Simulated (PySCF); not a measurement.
# C5H4F2: the cost of one run

Programs: PySCF 2.14.0, with density-fitted response routines of our own. Each step states its level of theory. These are calculated values for one molecule in the gas phase, unless marked as measured. Atoms are numbered from 0 throughout.

## 1. Starting geometry

11 atoms, charge 0, multiplicity 1; geometry from: GFN2-xTB. The atoms were then displaced at random by about 0.01 Å, so the start is not that level's minimum.

Bonds of the start (Å): C0–C1 1.47, C1–C2 1.22, C2–C3 1.35, C3–F4 1.36, C3–C5 1.36, C5–F6 1.35, C0–H7 1.11, C0–H8 1.05, C0–H9 1.10, C5–H10 1.08.

## 2. Geometry optimisation at PBE0-D3(BJ)/def2-SVP

The job: settings as JSON, then the geometry in Å.

```
{"job": {"xc": "PBE0", "basis": "def2-SVP", "d3": "d3bj", "grid": 1, "shake": 0.01, "kind": "geom"}, "charge": 0, "multiplicity": 1}
C      2.476090     0.002750    -0.012360
C      1.019470     0.132290    -0.132850
C     -0.194270     0.206470    -0.215800
C     -1.539000     0.323500    -0.330570
F     -2.023340     1.221950    -1.235470
C     -2.491300    -0.367180     0.347880
F     -2.129140    -1.292610     1.259020
H      2.951470     0.660060    -0.772540
H      2.759240    -1.001700    -0.146190
H      2.770610     0.349270     0.984550
H     -3.561730    -0.260620     0.238660
```

On the command line:

```bash
$ OMP_NUM_THREADS=1 python probes_run.py task.json out
```

The driver reads the jobs from task.json and runs them one after another.

**Question.** How long does this first job take on 1 thread of Arm Neoverse V1, shared host, and how much memory does it need?

About 47 s, with a peak of 0.47 GiB.
